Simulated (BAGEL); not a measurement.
**A workflow on CH5AlOSi (SMILES [CH2]1O[SiH2][AlH]1)**

Wanted: the energy (HF/def2-SV(P)), then a single-point energy (NEVPT2(2,2)/def2-SV(P)), then the energy (CASPT2(2,2)/def2-SV(P)) of CH5AlOSi. 

The results are computed with BAGEL 1.2.2.

2 further runs of the same task are left out: 2 set aside as unsound or not needed.

### Step 1. The system as given

The species is CH5AlOSi (9 atoms), meant as a singlet with charge 0. SMILES: `[CH2]1O[SiH2][AlH]1`. One bond was lengthened or shortened from a relaxed shape.

Bond lengths: C1–O2 1.447 Å, O2–Si3 1.676 Å, C1–Al4 2.001 Å, Si3–Al4 2.424 Å, C1–H5 0.932 Å, C1–H6 1.096 Å, Si3–H7 1.493 Å, Si3–H8 1.493 Å, Al4–H9 1.591 Å. Some angles: C1–O2–Si3 113.4°, O2–C1–Al4 97.8°, O2–Si3–Al4 77.1°, C1–Al4–Si3 71.7°, O2–C1–H5 109.2°, O2–C1–H6 109.2°, Al4–C1–H5 116.8°, Al4–C1–H6 116.7°, O2–Si3–H7 111.1°, O2–Si3–H8 111.0°.

### Step 2. A single-point energy at HF/def2-SV(P) (density fitting with svp-jkfit) (run 1)

input.json reads:

```json
{ "bagel" : [

{
  "title" : "molecule",
  "basis" : "def2-sv_p_.json",
  "df_basis" : "svp-jkfit",
  "angstrom" : "true",
  "geometry" : [
    { "atom" : "C", "xyz" : [      -0.426927,       1.033763,      -0.768473 ] },
    { "atom" : "O", "xyz" : [       0.504073,      -0.010037,      -1.137873 ] },
    { "atom" : "Si", "xyz" : [       0.650773,      -1.212637,       0.020827 ] },
    { "atom" : "Al", "xyz" : [      -0.975827,       0.290563,       1.006127 ] },
    { "atom" : "H", "xyz" : [      -1.090200,       1.097600,      -1.420100 ] },
    { "atom" : "H", "xyz" : [       0.096273,       1.997263,      -0.757973 ] },
    { "atom" : "H", "xyz" : [       2.060673,      -1.327037,       0.500027 ] },
    { "atom" : "H", "xyz" : [       0.305373,      -2.549337,      -0.548273 ] },
    { "atom" : "H", "xyz" : [      -1.972127,       0.723663,       2.168727 ] }
  ]
},

{
  "title" : "hf"
},

{
  "title" : "print",
  "file" : "orbitals.molden",
  "orbitals" : "true"
}

]}
```

The basis set def2-SV(P) is read from a file made from the Basis Set Exchange's data (not shown).

On the command line:

```bash
$ BAGEL_NUM_THREADS=1 BAGEL input.json > input.out
```

What it wrote:

```text
* using 1 threads per process

  ===============================================================
  ===============================================================

  *** Geometry ***

  { "atom" : "C", "xyz" : [     -0.806775,      1.953529,     -1.452204 ] },
  { "atom" : "O", "xyz" : [      0.952560,     -0.018967,     -2.150268 ] },
  { "atom" : "Si", "xyz" : [      1.229783,     -2.291552,      0.039357 ] },
  { "atom" : "Al", "xyz" : [     -1.844046,      0.549084,      1.901304 ] },
  { "atom" : "H", "xyz" : [     -2.060179,      2.074163,     -2.683600 ] },
  { "atom" : "H", "xyz" : [      0.181930,      3.774280,     -1.432361 ] },
  { "atom" : "H", "xyz" : [      3.894108,     -2.507736,      0.944914 ] },
  { "atom" : "H", "xyz" : [      0.577071,     -4.817549,     -1.036086 ] },
  { "atom" : "H", "xyz" : [     -3.726780,      1.367525,      4.098300 ] },

  Number of auxiliary basis functions:      498

  Since a DF basis is specified, we compute 2- and 3-index integrals:
    o Being stored without compression. Storage requirement is 0.022 GB

  Number of basis functions:       74
  Number of electrons      :       46

    * METHOD: MOLECULE                             0.19

  *** RHF ***

  === Nuclear Repulsion ===
   200.0977203568

      * DIIS with orbital gradients will be used.

  === RHF iteration (def2-sv_p_.json) ===
      0       -645.98034805          0.01830012           0.05
      1       -646.09494508          0.01340933           0.05
      2       -646.16638666          0.00179373           0.05
      3       -646.16874669          0.00059637           0.05
      4       -646.16895989          0.00013824           0.06
      5       -646.16897805          0.00003424           0.06
      6       -646.16897971          0.00000967           0.06
      7       -646.16897985          0.00000319           0.06
      8       -646.16897986          0.00000107           0.06
      9       -646.16897986          0.00000044           0.06
     10       -646.16897986          0.00000014           0.06
     11       -646.16897986          0.00000004           0.06
     12       -646.16897986          0.00000001           0.06
     13       -646.16897986          0.00000000           0.06
    * SCF iteration converged.

    * Permanent dipole moment:
           (    0.704487,    -0.312155,    -0.765604) a.u.

    * METHOD: HF                                   0.93

    * METHOD: PRINT                                0.01

  ===============================================================
```

It took 1.3 s on 1 thread of Arm Neoverse V2, shared host; peak memory 0.11 GiB.

### Step 3. The energy at NEVPT2(2,2)/def2-SV(P) (density fitting with svp-jkfit) (run 2)

input.json reads:

```json
{ "bagel": [

{
  "title": "molecule",
  "basis": "def2-sv_p_.json",
  "df_basis": "svp-jkfit",
  "angstrom": true,
  "geometry": [
    { "atom": "C", "xyz": [   -0.426927,    1.033763,   -0.768473 ] },
    { "atom": "O", "xyz": [    0.504073,   -0.010037,   -1.137873 ] },
    { "atom": "Si", "xyz": [    0.650773,   -1.212637,    0.020827 ] },
    { "atom": "Al", "xyz": [   -0.975827,    0.290563,    1.006127 ] },
    { "atom": "H", "xyz": [   -1.090200,    1.097600,   -1.420100 ] },
    { "atom": "H", "xyz": [    0.096273,    1.997263,   -0.757973 ] },
    { "atom": "H", "xyz": [    2.060673,   -1.327037,    0.500027 ] },
    { "atom": "H", "xyz": [    0.305373,   -2.549337,   -0.548273 ] },
    { "atom": "H", "xyz": [   -1.972127,    0.723663,    2.168727 ] }
  ]
},
{
  "title": "hf"
},
{
  "title": "nevpt2",
  "nstate": 1,
  "nact": 2,
  "nclosed": 22,
  "nspin": 0,
  "active": [14, 32],
  "maxiter": 200,
  "natocc": true,
  "ncore": 12
},
{
  "title": "print",
  "file": "orbitals.molden",
  "orbitals": true
}

]}
```

The basis set def2-SV(P) is read from a file made from the Basis Set Exchange's data (not shown).

On the command line:

```bash
$ BAGEL_NUM_THREADS=1 BAGEL input.json > input.out
```

What it wrote:

```text
* using 1 threads per process

  ===============================================================
  ===============================================================

  *** Geometry ***

  { "atom" : "C", "xyz" : [     -0.806775,      1.953529,     -1.452204 ] },
  { "atom" : "O", "xyz" : [      0.952560,     -0.018967,     -2.150268 ] },
  { "atom" : "Si", "xyz" : [      1.229783,     -2.291552,      0.039357 ] },
[... 5 lines of this table left out ...]
  { "atom" : "H", "xyz" : [     -3.726780,      1.367525,      4.098300 ] },

  Number of auxiliary basis functions:      498

  Since a DF basis is specified, we compute 2- and 3-index integrals:
    o Being stored without compression. Storage requirement is 0.022 GB

[... 18 lines left out ...]
    * SCF iteration converged.
[... 1 line left out ...]
    * Permanent dipole moment:
[... 28 lines left out ...]
    * Second-order optimization converged. *

     guess   0:   closed 1.                   open ..

  === FCI iteration ===

      0  0      -646.16892974     8.55e-02      0.00
      1  0      -646.18126369     1.51e-04      0.00
      2  0 *    -646.18126376     1.34e-15      0.00

     * ci vector, state   0, <S^2> = 0.0000
       2.     0.9974092749
       .2    -0.0719356535

  === DF-NEVPT2 calculation ===

    * 3-index integral transformation done
    * assembly done

      NEVPT2 correlation energy:   -0.4202415075      0.09

          (+0)     -0.3757484404
          (+0)'    -0.0137699948
          (+1)     -0.0029971816
          (+1)'    -0.0000000000
          (+2)     -0.0001048465
          (-1)     -0.0214891500
          (-1)'     0.0000000000
          (-2)     -0.0061318943

      NEVPT2 total energy:       -646.6015052701

    * METHOD: NEVPT2                               3.27

    * METHOD: PRINT                                0.01

  ===============================================================
```

Wall time 4.8 s (1 thread of Arm Neoverse V2, shared host); peak memory 0.14 GiB.

### Step 4. A single-point energy at CASPT2(2,2)/def2-SV(P) (density fitting with svp-jkfit) (run 3)

job.json reads:

```json
{ "bagel" : [

{
  "title" : "molecule",
  "basis" : "def2-sv_p_.json",
  "df_basis" : "svp-jkfit",
  "angstrom" : true,
  "geometry" : [
    { "atom" : "C", "xyz" : [      -0.426927,       1.033763,      -0.768473 ] },
    { "atom" : "O", "xyz" : [       0.504073,      -0.010037,      -1.137873 ] },
    { "atom" : "Si", "xyz" : [       0.650773,      -1.212637,       0.020827 ] },
    { "atom" : "Al", "xyz" : [      -0.975827,       0.290563,       1.006127 ] },
    { "atom" : "H", "xyz" : [      -1.090200,       1.097600,      -1.420100 ] },
    { "atom" : "H", "xyz" : [       0.096273,       1.997263,      -0.757973 ] },
    { "atom" : "H", "xyz" : [       2.060673,      -1.327037,       0.500027 ] },
    { "atom" : "H", "xyz" : [       0.305373,      -2.549337,      -0.548273 ] },
    { "atom" : "H", "xyz" : [      -1.972127,       0.723663,       2.168727 ] }
  ]
},

{
  "title" : "hf"
},

{
  "title" : "casscf",
  "nstate" : 1,
  "nact" : 2,
  "nclosed" : 22,
  "active" : [14, 32],
  "maxiter" : 200,
  "natocc" : true
},

{
  "title" : "print",
  "file" : "orbitals.molden",
  "orbitals" : true
},

{
  "title" : "smith",
  "method" : "caspt2",
  "ms" : true,
  "xms" : true,
  "sssr" : true,
  "shift" : 0.2,
  "shift_imag" : true,
  "ncore" : 12
}

]}
```

The basis set def2-SV(P) is read from a file made from the Basis Set Exchange's data (not shown).

On the command line:

```bash
$ BAGEL_NUM_THREADS=1 BAGEL job.json > job.out
```

What it wrote:

```text
* using 1 threads per process

  ===============================================================
  ===============================================================

  *** Geometry ***

  { "atom" : "C", "xyz" : [     -0.806775,      1.953529,     -1.452204 ] },
  { "atom" : "O", "xyz" : [      0.952560,     -0.018967,     -2.150268 ] },
  { "atom" : "Si", "xyz" : [      1.229783,     -2.291552,      0.039357 ] },
[... 5 lines of this table left out ...]
  { "atom" : "H", "xyz" : [     -3.726780,      1.367525,      4.098300 ] },

  Number of auxiliary basis functions:      498

  Since a DF basis is specified, we compute 2- and 3-index integrals:
    o Being stored without compression. Storage requirement is 0.022 GB

[... 18 lines left out ...]
    * SCF iteration converged.
[... 1 line left out ...]
    * Permanent dipole moment:
[... 27 lines left out ...]
    * Second-order optimization converged. *
[... 9 lines left out ...]
     * ci vector, state   0, <S^2> = 0.0000
[... 16 lines left out ...]
    * Zeroth order energy : state  0       -1.3622747645
[... 4 lines left out ...]
       #      aibj      arbs      arbi      airj      risj      airs      arst      rist         Etot      error   time
[... 10 lines left out ...]
      ------------------------------------------------------------------------------------------------------------------

    * CASPT2 energy : state  0     -646.6052162252
        w/o shift correction       -646.6025435102
        reference weight              0.8684962657

    * METHOD: SMITH                                0.39

  ===============================================================
```

Wall time 5.1 s (1 thread of Arm Neoverse V2, shared host); peak memory 0.15 GiB.

### Step 5. Summary of results

| quantity | value |
| --- | --- |
| run 1, HF/def2-SV(P): total energy | -646.16898 Eh |
| run 1, HF/def2-SV(P): dipole moment | 2.76 D |
| run 1, HF/def2-SV(P): HOMO energy | -9.46 eV |
| run 1, HF/def2-SV(P): LUMO energy | 0.77 eV |
| run 1, HF/def2-SV(P): HOMO–LUMO gap | 10.23 eV |
| run 2, NEVPT2(2,2)/def2-SV(P): total energy | -646.60151 Eh |
| run 3, CASPT2(2,2)/def2-SV(P): total energy | -646.60522 Eh |
